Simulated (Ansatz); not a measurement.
# Nudged elastic band run: Al32Ga

Input:

```yaml
crystal:
  lattice:
    - [8.1, 0.0, 0.0]
    - [0.0, 8.1, 0.0]
    - [0.0, 0.0, 8.1]
  atoms:
    - { symbol: Al, position: [0.50016965, -0.01299788, 0.00032774] }
    - { symbol: Al, position: [0.69596855, 0.24991123, 0.00029952] }
    - { symbol: Al, position: [0.7478033, -0.00244801, 0.25268457] }
    - { symbol: Al, position: [0.00015356, -0.05433452, 0.00029482] }
    - { symbol: Al, position: [0.30441104, 0.24990925, 0.00029316] }
    - { symbol: Al, position: [0.50017085, 0.51281295, 0.00033924] }
    - { symbol: Al, position: [0.73725141, 0.74989778, 0.00034301] }
    - { symbol: Al, position: [0.252523, -0.00245814, 0.25268663] }
    - { symbol: Al, position: [0.50016432, 0.24990698, 0.26321825] }
    - { symbol: Al, position: [0.74780605, 0.50225723, 0.2526905] }
    - { symbol: Al, position: [0.50016012, -0.00292551, 0.50031322] }
    - { symbol: Al, position: [0.73725039, 0.24989679, 0.50034914] }
    - { symbol: Al, position: [0.74779122, -0.00247945, 0.74795118] }
    - { symbol: Al, position: [0.00015241, 0.55410722, 0.00030001] }
    - { symbol: Al, position: [0.26306229, 0.74989925, 0.00032462] }
    - { symbol: Al, position: [0.00016017, 0.24990564, 0.30462455] }
    - { symbol: Al, position: [0.25251694, 0.502264, 0.25268513] }
    - { symbol: Al, position: [0.50016228, 0.74990421, 0.25315296] }
    - { symbol: Al, position: [0.00016535, -0.01300169, 0.50034503] }
    - { symbol: Al, position: [0.26306637, 0.24990169, 0.5003439] }
    - { symbol: Al, position: [0.5001586, 0.5027308, 0.5003122] }
    - { symbol: Al, position: [0.7473344, 0.74990663, 0.50031192] }
    - { symbol: Al, position: [0.2525291, -0.00246022, 0.74795845] }
    - { symbol: Al, position: [0.50017874, 0.24989242, 0.73740221] }
    - { symbol: Al, position: [0.74777727, 0.5022905, 0.74794156] }
    - { symbol: Al, position: [0.00015533, 0.74990244, 0.26321869] }
    - { symbol: Al, position: [0.00017021, 0.51281472, 0.50034867] }
    - { symbol: Al, position: [0.2529907, 0.74990493, 0.50031436] }
    - { symbol: Al, position: [0.00014839, 0.2499127, 0.69618242] }
    - { symbol: Al, position: [0.2525413, 0.50226948, 0.7479547] }
    - { symbol: Al, position: [0.50015644, 0.74990763, 0.74749228] }
    - { symbol: Al, position: [0.00017876, 0.74989291, 0.73740215] }
    - { symbol: Ga, position: [0.00019797, 0.24988082, 0.00043131] }
basis:
  ecutwfc: 420.0
kpoints:
  mp_grid: { grid: [2, 2, 2] }
hamiltonian:
  xc: lda
  pseudopotentials: { kind: paw, azcp: { folder: soft_1 } }
scf:
  occupations: { method: gaussian, width: 0.05 }
  lower_state_search: "off"
neb:
  images: 5
  f_tol: 0.05
  initial_path: idpp
  max_iterations: 76
  final_atoms:
    - { symbol: Al, position: [0.51245992, -0.00023227, -0.0002026] }
    - { symbol: Al, position: [0.74967542, 0.23726251, -0.00020156] }
    - { symbol: Al, position: [0.74981893, -0.00013565, 0.25246188] }
    - { symbol: Al, position: [-0.01279029, -0.00023269, -0.0002016] }
    - { symbol: Al, position: [0.24992055, 0.1958894, -7.426e-05] }
    - { symbol: Al, position: [0.5532253, 0.49993029, -7.647e-05] }
    - { symbol: Al, position: [0.7496756, 0.76248679, -0.00020205] }
    - { symbol: Al, position: [0.24975781, -0.00023209, 0.2624805] }
    - { symbol: Al, position: [0.50205919, 0.24755601, 0.25209458] }
    - { symbol: Al, position: [0.74967563, 0.4998245, 0.26247163] }
    - { symbol: Al, position: [0.50242688, -0.00013562, 0.49984565] }
    - { symbol: Al, position: [0.74981707, 0.24718851, 0.4998439] }
    - { symbol: Al, position: [0.74981689, -0.00013732, 0.74716413] }
    - { symbol: Al, position: [-0.05426773, 0.49993218, -7.399e-05] }
    - { symbol: Al, position: [0.24991896, 0.80338808, -7.512e-05] }
    - { symbol: Al, position: [-0.00244499, 0.2476152, 0.25202772] }
    - { symbol: Al, position: [0.24991854, 0.49993118, 0.3033264] }
    - { symbol: Al, position: [0.5021041, 0.75216245, 0.25213888] }
    - { symbol: Al, position: [-0.00287243, -0.00013743, 0.49984363] }
    - { symbol: Al, position: [0.24975871, 0.23725791, 0.49973127] }
    - { symbol: Al, position: [0.51245647, 0.49982413, 0.49973154] }
    - { symbol: Al, position: [0.74981892, 0.7524856, 0.4998456] }
    - { symbol: Al, position: [0.24975878, -0.00023265, 0.73723614] }
    - { symbol: Al, position: [0.50200557, 0.24760266, 0.7475785] }
    - { symbol: Al, position: [0.74967549, 0.49982499, 0.73724389] }
    - { symbol: Al, position: [-0.00248401, 0.75209775, 0.25207375] }
    - { symbol: Al, position: [-0.01278711, 0.49982491, 0.49973128] }
    - { symbol: Al, position: [0.24975797, 0.76249218, 0.49973171] }
    - { symbol: Al, position: [-0.00239411, 0.247668, 0.74764292] }
    - { symbol: Al, position: [0.24992083, 0.49993215, 0.69582922] }
    - { symbol: Al, position: [0.50205132, 0.75211074, 0.74753937] }
    - { symbol: Al, position: [-0.00243766, 0.75204362, 0.74759836] }
    - { symbol: Ga, position: [0.24929608, 0.49951211, -0.00057012] }
  order_check: true
```

Launched with:

```bash
$ ansatz run input.yaml --threads 2 --pin off --max-ram 5120MiB --backend cpu --events-out ev --progress --plain --runs-dir out
```

Output, in part (warnings, iteration lines):

```
NEB end point (image 0): max|allowed force component| = 1.225e-2 eV/Å (the criterion of neb.relax_end_points is 1.000e-2)
NEB end point (image 6): max|allowed force component| = 2.098e-2 eV/Å (the criterion of neb.relax_end_points is 1.000e-2)
NEB iter   1: max|band force component| = 3.182e0 eV/Å  barrier→ = 2.5692 eV  barrier← = 2.5690 eV  Δτ_max = 0.1960 Å  (60 SCF iters)
NEB iter   2: max|band force component| = 6.317e-1 eV/Å  barrier→ = 1.2976 eV  barrier← = 1.2974 eV  Δτ_max = 0.0839 Å  (36 SCF iters)
NEB iter   3: max|band force component| = 1.313e-1 eV/Å  barrier→ = 1.2031 eV  barrier← = 1.2029 eV  CI = image 3  Δτ_max = 0.0241 Å  (34 SCF iters)
NEB iter   4: max|band force component| = 6.478e-2 eV/Å  barrier→ = 1.1952 eV  barrier← = 1.1950 eV  CI = image 3  Δτ_max = 0.0123 Å  (30 SCF iters)
NEB iter   5: max|band force component| = 7.632e-2 eV/Å  barrier→ = 1.1920 eV  barrier← = 1.1918 eV  CI = image 3  Δτ_max = 0.0062 Å  (26 SCF iters)
NEB iter   6: max|band force component| = 8.057e-2 eV/Å  barrier→ = 1.1906 eV  barrier← = 1.1904 eV  CI = image 3  Δτ_max = 0.0123 Å  (24 SCF iters)
NEB iter   7: max|band force component| = 8.853e-2 eV/Å  barrier→ = 1.1879 eV  barrier← = 1.1877 eV  CI = image 3  Δτ_max = 0.0246 Å  (21 SCF iters)
NEB iter   8: max|band force component| = 9.655e-2 eV/Å  barrier→ = 1.1826 eV  barrier← = 1.1824 eV  CI = image 3  Δτ_max = 0.0490 Å  (26 SCF iters)
NEB iter   9: max|band force component| = 1.011e-1 eV/Å  barrier→ = 1.1715 eV  barrier← = 1.1713 eV  CI = image 3  Δτ_max = 0.0973 Å  (28 SCF iters)
NEB iter  10: max|band force component| = 6.613e-2 eV/Å  barrier→ = 1.1513 eV  barrier← = 1.1511 eV  CI = image 3  Δτ_max = 0.1356 Å  (32 SCF iters)
NEB iter  11: max|band force component| = 8.218e-2 eV/Å  barrier→ = 1.1400 eV  barrier← = 1.1398 eV  CI = image 3  Δτ_max = 0.0251 Å  (33 SCF iters)
NEB iter  12: max|band force component| = 8.961e-2 eV/Å  barrier→ = 1.1349 eV  barrier← = 1.1347 eV  CI = image 3  Δτ_max = 0.0126 Å  (32 SCF iters)
NEB iter  13: max|band force component| = 7.855e-2 eV/Å  barrier→ = 1.1317 eV  barrier← = 1.1315 eV  CI = image 3  Δτ_max = 0.0251 Å  (27 SCF iters)
NEB iter  14: max|band force component| = 9.169e-2 eV/Å  barrier→ = 1.1244 eV  barrier← = 1.1242 eV  CI = image 3  Δτ_max = 0.0502 Å  (28 SCF iters)
NEB iter  15: max|band force component| = 1.162e-1 eV/Å  barrier→ = 1.1048 eV  barrier← = 1.1046 eV  CI = image 3  Δτ_max = 0.1000 Å  (28 SCF iters)
NEB iter  16: max|band force component| = 1.644e-1 eV/Å  barrier→ = 1.0454 eV  barrier← = 1.0452 eV  CI = image 3  Δτ_max = 0.1962 Å  (33 SCF iters)
NEB iter  17: max|band force component| = 1.717e-1 eV/Å  barrier→ = 0.8835 eV  barrier← = 0.8833 eV  CI = image 3  Δτ_max = 0.0991 Å  (33 SCF iters)
NEB iter  18: max|band force component| = 1.586e-1 eV/Å  barrier→ = 0.8063 eV  barrier← = 0.8061 eV  CI = image 3  Δτ_max = 0.0990 Å  (30 SCF iters)
NEB iter  19: max|band force component| = 1.160e-1 eV/Å  barrier→ = 0.7572 eV  barrier← = 0.7570 eV  CI = image 3  Δτ_max = 0.0561 Å  (31 SCF iters)
NEB iter  20: max|band force component| = 8.065e-2 eV/Å  barrier→ = 0.7325 eV  barrier← = 0.7323 eV  CI = image 3  Δτ_max = 0.0571 Å  (28 SCF iters)
NEB iter  21: max|band force component| = 3.874e-2 eV/Å  barrier→ = 0.7190 eV  barrier← = 0.7188 eV  CI = image 3  Δτ_max = 0.0414 Å  (28 SCF iters)
NEB iter  22: max|band force component| = 5.528e-2 eV/Å  barrier→ = 0.7191 eV  barrier← = 0.7189 eV  CI = image 3  Δτ_max = 0.0125 Å  (6 SCF iters)
NEB iter  23: max|band force component| = 1.269e-2 eV/Å  barrier→ = 0.7162 eV  barrier← = 0.7160 eV  CI = image 3  Δτ_max = 0.0000 Å  (244 SCF iters)
```

The forces met the threshold. The band force fell under the threshold earlier too, but the program's further tests of the path sent the band on. By the program's own check the climbing image is a first-order saddle point (lowest curvatures found: -0.56 and 0.18 eV/Å²). Limits of this set-up: coarse k mesh, PAW files made for another functional, a small cell, in which the defect meets its images.

Final band (atoms are numbered from 1 in the order of the input):

```csv
image,path coordinate (Å),energy (eV),Al2–Ga33 (Å),Al4–Ga33 (Å),Al5–Al6 (Å)
0,0.00,0.00,2.46,2.46,2.66
1,0.86,0.23,2.68,2.49,2.58
2,1.72,0.54,3.02,2.59,2.59
3,2.58,0.72,3.49,3.01,2.69
4,3.44,0.54,3.99,3.64,2.85
5,4.29,0.23,4.27,4.11,3.18
6,5.15,0.00,4.57,4.57,3.48
```

Run time: 26 min on 2 threads of Arm Neoverse V1 (shared host), peak memory 2 GiB.
